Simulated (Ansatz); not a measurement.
# ClF2GeH6NOSi: the cost of one run

All numbers below are computed with Ansatz 0.2.0 (RKS PBE/def2-SVP).

**1. Starting point**

Bond lengths: Ge1–O2 2.120 Å, O2–H3 1.010 Å, Ge1–Cl4 2.220 Å, Ge1–F5 1.679 Å, Ge1–F6 1.679 Å, Ge1–N7 2.210 Å, N7–H8 1.060 Å, N7–Si9 1.820 Å, Si9–H10 1.460 Å, Si9–H11 1.460 Å, Si9–H12 1.460 Å. Angles (14 of 20 angles, heavy atoms first): O2–Ge1–Cl4 109.5°, O2–Ge1–F5 109.5°, O2–Ge1–F6 109.5°, O2–Ge1–N7 71.6°, Cl4–Ge1–F5 109.5°, Cl4–Ge1–F6 109.5°, Cl4–Ge1–N7 67.1°, F5–Ge1–F6 109.5°, F5–Ge1–N7 72.9°, F6–Ge1–N7 176.5°, Ge1–N7–Si9 120.0°, Ge1–O2–H3 109.5°, Ge1–N7–H8 120.0°, H8–N7–Si9 120.0°.

Coordinates:

```xyz
13

Ge    0.0000    0.0000    0.0000
O     0.0000    0.0000    2.1200
H    -0.9095   -0.2814    2.4571
Cl    2.0935    0.0000   -0.7393
F    -0.7913    1.3709   -0.5594
F    -0.7913   -1.3709   -0.5594
N     1.1590    1.7479    0.6969
H     2.0156    1.6075    1.3053
Si    0.6428    3.4285    0.2261
H     0.0517    3.4008   -1.1086
H    -0.3425    3.9219    1.1839
H     1.8045    4.3128    0.2249
H     0.7105    1.0715    1.7912
```

**2. A restrained relaxation towards end A**

Springs on the bonds that form and break draw the guess towards this end; the thresholds are loose.

input.yaml reads:

```yaml
crystal:
  periodic: [false, false, false]
  atoms:
    - { symbol: Ge, position_ang: [0.0, 0.0, 0.0] }
    - { symbol: O, position_ang: [0.0, 0.0, 2.12] }
    - { symbol: H, position_ang: [-0.9095, -0.2814, 2.4571] }
    - { symbol: Cl, position_ang: [2.0935, 0.0, -0.7393] }
    - { symbol: F, position_ang: [-0.7913, 1.3709, -0.5594] }
    - { symbol: F, position_ang: [-0.7913, -1.3709, -0.5594] }
    - { symbol: "N", position_ang: [1.159, 1.7479, 0.6969] }
    - { symbol: H, position_ang: [2.0156, 1.6075, 1.3053] }
    - { symbol: Si, position_ang: [0.6428, 3.4285, 0.2261] }
    - { symbol: H, position_ang: [0.0517, 3.4008, -1.1086] }
    - { symbol: H, position_ang: [-0.3425, 3.9219, 1.1839] }
    - { symbol: H, position_ang: [1.8045, 4.3128, 0.2249] }
    - { symbol: H, position_ang: [0.7105, 1.0715, 1.7912] }
basis:
  gaussian: { orbitals: def2-SVP }
hamiltonian:
  xc: pbe
relax:
  f_tol: 0.15
  max_steps: 25
  restrain:
    - { distance: [0, 6], at: 3.11, k: 30.0 }
    - { distance: [12, 1], at: 2.21, k: 30.0 }
    - { distance: [0, 1], at: 1.77, k: 30.0 }
    - { distance: [12, 6], at: 1.06, k: 30.0 }
output:
  orbitals: {}
```

The run is started by

```console
$ ansatz run input.yaml --threads 4 --pin off --max-ram 5120MiB --backend cpu --events-out ev --progress --plain --runs-dir out
```

Q: Estimate wall time and peak memory on 4 threads of Arm Neoverse V2, shared host.

About 51 s, with a peak of 0.24 GiB.
